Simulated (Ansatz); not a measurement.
# Cl2F3HOW: the cost of one run

All numbers below are computed with Ansatz 0.2.0 (RKS PBE/def2-SVP).

### 1 The starting structure

Bond lengths: W1–O2 1.940 Å, O2–H3 1.010 Å, W1–F4 1.850 Å, W1–F5 1.850 Å, W1–Cl6 2.390 Å, W1–Cl7 2.390 Å, W1–F8 1.850 Å. Angles (14 of 16 angles, heavy atoms first): O2–W1–F4 90.0°, O2–W1–F5 90.0°, O2–W1–Cl6 90.0°, O2–W1–Cl7 90.0°, O2–W1–F8 180.0°, F4–W1–F5 90.0°, F4–W1–Cl6 180.0°, F4–W1–Cl7 90.0°, F4–W1–F8 90.0°, F5–W1–Cl6 90.0°, F5–W1–Cl7 180.0°, F5–W1–F8 90.0°, Cl6–W1–Cl7 90.0°, Cl6–W1–F8 90.0°.

As a file:

```xyz
8

W     0.0000    0.0000    0.0000
O     0.0000    0.0000    1.9400
H    -0.9095   -0.2814    2.2771
F     1.8500    0.0000    0.0000
F     0.0000    1.8500    0.0000
Cl   -2.3900    0.0000    0.0000
Cl    0.0000   -2.3900    0.0000
F     0.0000    0.0000   -1.8500
```

### 2 Relaxing the start

File input.yaml:

```yaml
crystal:
  periodic: [false, false, false]
  atoms:
    - { symbol: W, position_ang: [0.0, 0.0, 0.0] }
    - { symbol: O, position_ang: [0.0, 0.0, 1.94] }
    - { symbol: H, position_ang: [-0.9095, -0.2814, 2.2771] }
    - { symbol: F, position_ang: [1.85, 0.0, 0.0] }
    - { symbol: F, position_ang: [0.0, 1.85, 0.0] }
    - { symbol: Cl, position_ang: [-2.39, 0.0, 0.0] }
    - { symbol: Cl, position_ang: [0.0, -2.39, 0.0] }
    - { symbol: F, position_ang: [0.0, 0.0, -1.85] }
basis:
  gaussian: { orbitals: def2-SVP }
hamiltonian:
  xc: pbe
relax:
  f_tol: 0.02
  max_steps: 40
```

On the command line:

```bash
ansatz run input.yaml --threads 4 --pin off --max-ram 5120MiB --backend cpu --events-out ev --progress --plain --runs-dir out
```

Q: Estimate wall time and peak memory on 4 threads of Arm Neoverse V2, shared host.

About 19 s, with a peak of 0.2 GiB.
